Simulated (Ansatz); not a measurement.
# Si37H17Cl4: the cost of one run

Program: Ansatz 0.2.0. Level of theory: DFT PBE, plane waves, PAW, scalar-relativistic, collinear spin. These are calculated values, not measurements.

## (1) The starting structure

The cell holds 58 atoms (Cl4H17Si37): a = 11.519 Å, b = 11.519 Å, c = 22.869 Å, α = 90.00°, β = 90.00°, γ = 60.00°.

Its coordinates follow in the input file.

## (2) Dynamics

140 steps of 0.5 fs at constant energy.

Input file input.yaml:

```yaml
crystal:
  lattice:
    - [11.518769, 0.0, 0.0]
    - [5.759385, 9.975547, 0.0]
    - [0.0, 0.0, 22.868765]
  atoms:
    - { symbol: H, position: [0.1111111, 0.1111111, 0.0437278] }
    - { symbol: H, position: [0.4444444, 0.1111111, 0.0437278] }
    - { symbol: H, position: [0.7777778, 0.1111111, 0.0437278] }
    - { symbol: H, position: [0.1111111, 0.4444444, 0.0437278] }
    - { symbol: H, position: [0.4444444, 0.4444444, 0.0437278] }
    - { symbol: H, position: [0.7777778, 0.4444444, 0.0437278] }
    - { symbol: H, position: [0.1111111, 0.7777778, 0.0437278] }
    - { symbol: H, position: [0.4444444, 0.7777778, 0.0437278] }
    - { symbol: H, position: [0.7777778, 0.7777778, 0.0437278] }
    - { symbol: Si, position: [0.1111111, 0.1111111, 0.1093194] }
    - { symbol: Si, position: [0.4444444, 0.1111111, 0.1093194] }
    - { symbol: Si, position: [0.7777778, 0.1111111, 0.1093194] }
    - { symbol: Si, position: [0.1111111, 0.4444444, 0.1093194] }
    - { symbol: Si, position: [0.4444444, 0.4444444, 0.1093194] }
    - { symbol: Si, position: [0.7777778, 0.4444444, 0.1093194] }
    - { symbol: Si, position: [0.1111111, 0.7777778, 0.1093194] }
    - { symbol: Si, position: [0.4444444, 0.7777778, 0.1093194] }
    - { symbol: Si, position: [0.7777778, 0.7777778, 0.1093194] }
    - { symbol: Si, position: [-0.1111111, 0.2222222, 0.1435912] }
    - { symbol: Si, position: [0.2222222, 0.2222222, 0.1435912] }
    - { symbol: Si, position: [0.5555556, 0.2222222, 0.1435912] }
    - { symbol: Si, position: [-0.1111111, 0.5555556, 0.1435912] }
    - { symbol: Si, position: [0.2222222, 0.5555556, 0.1435912] }
    - { symbol: Si, position: [0.5555556, 0.5555556, 0.1435912] }
    - { symbol: Si, position: [-0.1111111, 0.8888889, 0.1435912] }
    - { symbol: Si, position: [0.2222222, 0.8888889, 0.1435912] }
    - { symbol: Si, position: [0.5555556, 0.8888889, 0.1435912] }
    - { symbol: Si, position: [-0.1111111, 0.2222222, 0.2464065] }
    - { symbol: Si, position: [0.2222222, 0.2222222, 0.2464065] }
    - { symbol: Si, position: [0.5555556, 0.2222222, 0.2464065] }
    - { symbol: Si, position: [-0.1111111, 0.5555556, 0.2464065] }
    - { symbol: Si, position: [0.2222222, 0.5555556, 0.2464065] }
    - { symbol: Si, position: [0.5555556, 0.5555556, 0.2464065] }
    - { symbol: Si, position: [-0.1111111, 0.8888889, 0.2464065] }
    - { symbol: Si, position: [0.2222222, 0.8888889, 0.2464065] }
    - { symbol: Si, position: [0.5555556, 0.8888889, 0.2464065] }
    - { symbol: Si, position: [0.0, 0.0, 0.2806783] }
    - { symbol: Si, position: [0.3333333, 0.0, 0.2806783] }
    - { symbol: Si, position: [0.6666667, 0.0, 0.2806783] }
    - { symbol: Si, position: [0.0, 0.3333333, 0.2806783] }
    - { symbol: Si, position: [0.3333333, 0.3333333, 0.2806783] }
    - { symbol: Si, position: [0.6666667, 0.3333333, 0.2806783] }
    - { symbol: Si, position: [0.0, 0.6666667, 0.2806783] }
    - { symbol: Si, position: [0.3333333, 0.6666667, 0.2806783] }
    - { symbol: Si, position: [0.6666667, 0.6666667, 0.2806783] }
    - { symbol: H, position: [0.3333333, 0.0, 0.3440835] }
    - { symbol: H, position: [0.6666667, 0.0, 0.3440835] }
    - { symbol: H, position: [0.0, 0.3333333, 0.3440835] }
    - { symbol: H, position: [0.3333333, 0.3333333, 0.3440835] }
    - { symbol: H, position: [0.6666667, 0.3333333, 0.3440835] }
    - { symbol: H, position: [0.0, 0.6666667, 0.3440835] }
    - { symbol: H, position: [0.3333333, 0.6666667, 0.3440835] }
    - { symbol: H, position: [0.6666667, 0.6666667, 0.3440835] }
    - { symbol: Si, position: [0.8327821, 0.8376021, 0.5589293], spin: 1.0 }
    - { symbol: Cl, position: [0.9968741, 0.6709828, 0.5295154] }
    - { symbol: Cl, position: [0.8353279, 1.0015402, 0.5295154] }
    - { symbol: Cl, position: [0.6663184, 0.8401065, 0.5295154] }
    - { symbol: Cl, position: [0.8327821, 0.8376021, 0.6472594] }
magnetization:
  spin_polarized: true
basis:
  ecutwfc: 420.0
kpoints:
  mp_grid: { grid: [1, 1, 1] }
hamiltonian:
  xc: pbe
  pseudopotentials: { kind: paw, azcp: { folder: soft_1 } }
scf:
  occupations: { method: fermi_dirac, width: 0.05 }
  lower_state_search: "off"
md:
  timestep: 0.5
  n_steps: 140
  ensemble: nve
  initial_velocities: zero
  seed: 681752
  initial_site_velocities:
    - { site: 53, velocity: [0.0, 0.0, -0.033703] }
    - { site: 54, velocity: [0.0, 0.0, -0.033703] }
    - { site: 55, velocity: [0.0, 0.0, -0.033703] }
    - { site: 56, velocity: [0.0, 0.0, -0.033703] }
    - { site: 57, velocity: [0.0, 0.0, -0.033703] }
  constraints:
    - { sites: [0, 1, 2, 3, 4, 5, 6, 7, 8, 9, 10, 11, 12, 13, 14, 15, 16, 17] }
```

Run with:

```console
ansatz run input.yaml --threads 4 --pin off --max-ram 10240MiB --backend cpu --events-out ev --progress --plain --runs-dir out
```

What time and memory should one allow on 4 threads of Arm Neoverse V2, shared host?

About 49 min, with a peak of 2.9 GiB.
